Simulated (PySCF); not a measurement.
# C2H8BN: the cost of one run

Computed with PySCF 2.14.0, with density-fitted response routines of our own, on a single molecule in the gas phase. Atoms are numbered from 0 throughout.

## Step 1: The starting structure

12 atoms, charge 0, multiplicity 1; geometry from: GFN2-xTB. The atoms were then displaced at random by about 0.01 Å, so the start is not that level's minimum.

Bonds of the start (Å): C0–C1 1.50, C1–B2 1.59, B2–N3 1.43, C0–H4 1.11, C0–H5 1.09, C0–H6 1.11, C1–H7 1.08, C1–H8 1.12, B2–H9 1.15, N3–H10 0.97, N3–H11 1.01.

## Step 2: Geometry optimisation at PBE0-D3(BJ)/def2-SVP

What the job is given:

```
{"job": {"xc": "PBE0", "basis": "def2-SVP", "d3": "d3bj", "grid": 1, "shake": 0.01, "kind": "geom"}, "charge": 0, "multiplicity": 1}
C     -1.677220     0.072140     0.005950
C     -0.347180    -0.569530     0.257490
B      0.837320     0.105740    -0.550770
N      2.079630     0.389220     0.098570
H     -1.937450     0.072080    -1.069990
H     -2.498080    -0.409140     0.538030
H     -1.670630     1.134610     0.325910
H     -0.402490    -1.609000    -0.046230
H     -0.158110    -0.564990     1.356550
H      0.762110     0.363310    -1.673010
H      2.841210     0.792890    -0.336030
H      2.210580     0.194400     1.084510
```

Started as:

```console
OMP_NUM_THREADS=1 python probes_run.py task.json out
```

One launch serves the whole session: the jobs run in the order shown.

**Question.** How long does this first job take on 1 thread of Arm Neoverse V2, shared host, and how much memory does it need?

About 14 s, with a peak of 0.4 GiB.
